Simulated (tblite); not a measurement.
# C6H8GeN2: the cost of one run

Programs: tblite 0.8.0 and PySCF 2.14.0, with density-fitted response routines of our own. Each step states its level of theory. These are calculated values for one molecule in the gas phase, unless marked as measured. Atoms are numbered from 0 throughout.

## 1. Starting geometry

17 atoms, charge 0, multiplicity 1; geometry from: force field or distance geometry start.

Bonds of the start (Å): N0–C1 1.16, C1–Ge2 1.91, Ge2–C3 1.90, C3–C4 1.50, C4–C5 1.53, C5–C6 1.53, C6–C7 1.45, C7–N8 1.13, C6–C3 1.49, Ge2–H9 1.56, Ge2–H10 1.55, C3–H11 1.13, C4–H12 1.10, C4–H13 1.11, C5–H14 1.11, C5–H15 1.10, C6–H16 1.12.

## 2. Optimising the geometry with GFN2-xTB

What the job is given:

```
{"job": {"kind": "relax", "xc": "GFN2-xTB", "basis": "xTB"}, "charge": 0, "multiplicity": 1}
N      1.960600     3.058000    -0.302000
C      1.941000     1.930100    -0.026300
Ge     1.923400     0.081100     0.467300
C      0.265100    -0.757400     0.061900
C     -0.429800    -0.385200    -1.212800
C     -1.704100    -0.817300    -0.493600
C     -0.978800    -0.331700     0.761400
C     -1.202000     1.086600     0.964700
N     -1.373100     2.191000     1.125600
H      3.029000    -0.640800    -0.363800
H      2.362300    -0.059900     1.946800
H      0.361300    -1.877500     0.157800
H     -0.391000     0.694000    -1.405100
H     -0.080400    -1.063900    -2.016300
H     -1.852000    -1.913900    -0.535300
H     -2.583300    -0.216600    -0.778200
H     -1.255200    -0.964600     1.638000
```

On the command line:

```
> OMP_NUM_THREADS=1 python probes_run.py task.json out
```

The driver reads the jobs from task.json and runs them one after another.

Q: Estimate the wall time and peak memory of this first job on 1 thread of Arm Neoverse N1, shared host.

About 2 s, with a peak of 0.18 GiB.
